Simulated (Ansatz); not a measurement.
From input file to script: KRb2GaF6, space group Fm-3m in Ansatz 0.2.0.

```yaml
crystal:
  lattice:
    - [0.0, 4.378548, 4.378548]
    - [4.378548, 0.0, 4.378548]
    - [4.378548, 4.378548, 0.0]
  atoms:
    - { symbol: K, position: [0.5, 0.5, 0.5] }
    - { symbol: Rb, position: [0.75, 0.75, 0.75] }
    - { symbol: Rb, position: [0.25, 0.25, 0.25] }
    - { symbol: Ga, position: [0.0, 0.0, 0.0] }
    - { symbol: F, position: [0.783441, 0.21655899999999992, 0.783441] }
    - { symbol: F, position: [0.216559, 0.216559, 0.7834409999999999] }
    - { symbol: F, position: [0.783441, 0.783441, 0.21655899999999992] }
    - { symbol: F, position: [0.7834409999999999, 0.216559, 0.216559] }
    - { symbol: F, position: [0.216559, 0.7834409999999999, 0.216559] }
    - { symbol: F, position: [0.21655899999999992, 0.783441, 0.783441] }
kpoints:
  mp_grid:
    grid: [3, 3, 3]
  band_path:
    path:
      - [0.375, 0.375, 0.75]
      - [0.0, 0.0, 0.0]
      - [0.5, 0.5, 0.5]
      - [0.5, 0.25, 0.75]
      - [0.5, 0.0, 0.5]
    npoints: 4
hamiltonian:
  xc: lda
scf:
  n_extra_bands: 10
  occupations:
    method: fixed
output:
  band_densities:
    - { bands: [v1, v1] }
    - { bands: [c1, c1] }
```

Notebook, run cell by cell (the value of a cell's last expression is shown):

In [1]:
```python
import ansatz as az
import numpy as np
from pymatgen.core import Lattice, Structure
from pymatgen.io.ase import AseAtomsAdaptor
```

In [2]:
```python
FUNCTIONAL = 'lda'
FILLING = 'Fixed'
K_LENGTH = 14
EXTRA_BANDS = 10
```

In [3]:
```python
pmg_structure = Structure(
    Lattice([(0.0, 4.378548, 4.378548), (4.378548, 0.0, 4.378548), (4.378548, 4.378548, 0.0)]),
    ['K', 'Rb', 'Rb', 'Ga', 'F', 'F', 'F', 'F', 'F', 'F'],
    [
        (0.5, 0.5, 0.5),
        (0.75, 0.75, 0.75),
        (0.25, 0.25, 0.25),
        (0.0, 0.0, 0.0),
        (0.783441, 0.216559, 0.783441),
        (0.216559, 0.216559, 0.783441),
        (0.783441, 0.783441, 0.216559),
        (0.783441, 0.216559, 0.216559),
        (0.216559, 0.783441, 0.216559),
        (0.216559, 0.783441, 0.783441),
    ],
)
cell = az.Crystal.from_ase(AseAtomsAdaptor.get_atoms(pmg_structure))
```

In [4]:
```python
# high-symmetry points in fractions of the reciprocal vectors
path = [
    ('K', (0.375, 0.375, 0.75)),
    ('G', (0.0, 0.0, 0.0)),
    ('L', (0.5, 0.5, 0.5)),
    ('W', (0.5, 0.25, 0.75)),
    ('X', (0.5, 0.0, 0.5)),
]
calculation = (
    cell.calculation()
    .functional(FUNCTIONAL)
    .occupations(FILLING)
    .kpoints(length=K_LENGTH)
    .band_structure([point for _, point in path], intervals=4)
    .scf(extra_bands=EXTRA_BANDS)
    .band_densities([('v1', 'v1'), ('c1', 'c1')])
)
done = calculation.run(threads=1)
report = done.report
```
```text
DeckWarning: basis.ecutwfc = 420 eV, auto-derived from the records' recommended cutoffs: set by K (normal level)
```

In [5]:
```python
report['published_state_doubts']
```
Out [5]:
```text
[]
```

In [6]:
```python
report['kpoints_frac'][:4]
```
Out [6]:
```text
[[0.0, 0.0, 0.0], [0.0, 0.0, 0.3333333333333333], [0.0, 0.3333333333333333, 0.3333333333333333],
 [0.0, 0.3333333333333333, -0.33333333333333337]]
```

In [7]:
```python
print(f'free energy      {report["free_energy_ev"]:.5f} eV')
print(f'per atom         {report["free_energy_ev"] / len(done.lattice.sites):.5f} eV')
print(f'SCF iterations   {report["n_iterations"]}  (converged: {report["converged"]})')
```
```text
free energy      -16319.07832 eV
per atom         -1631.90783 eV
SCF iterations   7  (converged: True)
```

In [8]:
```python
# how spread out the top filled and lowest empty bands are
for name, window in zip(('top filled band', 'lowest empty band'), done.band_densities().windows):
    field = window.outcome.density.channels[0].density_e_per_ang3
    ratio = field.mean() ** 2 / np.mean(field ** 2)
    print(f'{name}: band {window.window.first}, participation ratio {ratio:.3f} of the cell')
```
```text
top filled band: band 41, participation ratio 0.053 of the cell
lowest empty band: band 42, participation ratio 0.162 of the cell
```

In [9]:
```python
bands = done.band_structure()
fermi = bands.fermi_energy_ev
print(f'zero of the bands: {fermi:.3f} eV, the Fermi level found on the SCF mesh')
for spin, channel in enumerate(bands.channels):
    print('channel', spin, '- computed levels within 6 eV of the Fermi level')
    for i, (label, _) in enumerate(path):
        levels = channel.eigenvalues_ev[i * 4] - fermi
        print(f'  {label:3s}', ' '.join(f'{e:7.3f}' for e in levels if abs(e) < 6))
```
```text
zero of the bands: 1.599 eV, the Fermi level found on the SCF mesh
channel 0 - computed levels within 6 eV of the Fermi level
  K    -4.386  -2.459  -2.390  -2.293  -1.557  -1.320  -1.224  -0.719  -0.697  -0.669  -0.640  -0.614  -0.578  -0.554  -0.404  -0.219  -0.210  -0.055
  G    -4.562  -2.238  -2.238  -2.238  -1.249  -1.249  -1.249  -0.621  -0.621  -0.567  -0.567  -0.567  -0.412  -0.412  -0.412   0.000   0.000   0.000   5.985
  L    -4.182  -2.654  -2.471  -2.471  -1.455  -1.238  -1.238  -0.900  -0.732  -0.732  -0.510  -0.510  -0.483  -0.347  -0.347  -0.105  -0.105  -0.092
  W    -4.380  -2.554  -2.298  -2.298  -1.457  -1.457  -1.201  -0.733  -0.670  -0.670  -0.611  -0.604  -0.604  -0.579  -0.415  -0.273  -0.111  -0.111
  X    -4.484  -2.295  -2.295  -2.288  -1.667  -1.207  -1.207  -0.776  -0.749  -0.710  -0.620  -0.601  -0.601  -0.490  -0.490  -0.268  -0.268  -0.012
```

Reading the output:
- Total energies depend on the potentials; only differences at equal settings carry meaning.
- The Fermi level of a run with fixed occupations marks the highest occupied state on its mesh, not mid-gap.
- The structure comes from a database of computed cells and needn't be a stable or known phase.
- Levels are Kohn-Sham eigenvalues on this mesh, without spin-orbit coupling.
- Warnings are shown shortened and without file and line.
- Hardware and time: 4.8 s on 1 thread of AMD EPYC 7R43 64-Core Processor (Zen 3), with other jobs on the host, peak memory 0.53 GiB.

(Lines on the test bed's own set-up are left out of the output.)
